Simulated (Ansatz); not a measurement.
# NaTlS2: the cost of one run

The runs shown are made with Ansatz 0.2.0. PAW datasets, plane waves, zero pressure. The calculation is spin-unpolarised, and the structure need not be a phase that has been made.

## (1) The cell

This is the cell as the run starts from it, not yet at rest; its lengths are not the crystal's.

Space group P-4m2 (No. 115), tetragonal; conventional cell a = 4.062 Å, c = 5.745 Å, 23.70 Å³ an atom. Around Na lie 4 S at 2.49 Å; around S lie 2 Na at 2.49 Å and 2 Tl at 2.49 Å; around Tl lie 4 S at 2.49 Å.

As a file:

```xyz
4
Lattice="4.0622 0.0000 0.0000 0.0000 4.0622 0.0000 0.0000 0.0000 5.7448" Properties=species:S:1:pos:R:3 pbc="T T T"
Na    0.0000    0.0000    0.0000
S     0.0000    2.0311    1.4362
Tl    2.0311    2.0311    2.8724
S     2.0311    0.0000    4.3086
```

## (2) Relaxing with PBE

File input.yaml:

```yaml
crystal:
  lattice:
    - [4.0621521398, 0.0, 0.0]
    - [0.0, 4.0621521398, 0.0]
    - [0.0, 0.0, 5.7447506485]
  atoms:
    - { symbol: Na, position: [0.0, 0.0, 0.0] }
    - { symbol: S, position: [0.0, 0.5, 0.25] }
    - { symbol: Tl, position: [0.5, 0.5, 0.5] }
    - { symbol: S, position: [0.5, 0.0, 0.75] }
kpoints:
  mp_grid: { grid: [6, 6, 4] }
hamiltonian:
  xc: pbe
scf:
  occupations: { method: fermi_dirac, width: 0.02 }
relax:
  f_tol: 0.005
  cell: {}
```

The run is started by

```bash
ansatz run input.yaml --threads 2 --pin off --max-ram 2211MiB --backend cpu --events-out ev --progress --plain --runs-dir out
```

Q: Estimate wall time and peak memory on 2 threads of Intel Xeon Platinum 8375C at 2.90GHz (Ice Lake), shared host.

About 37 s, with a peak of 0.46 GiB.
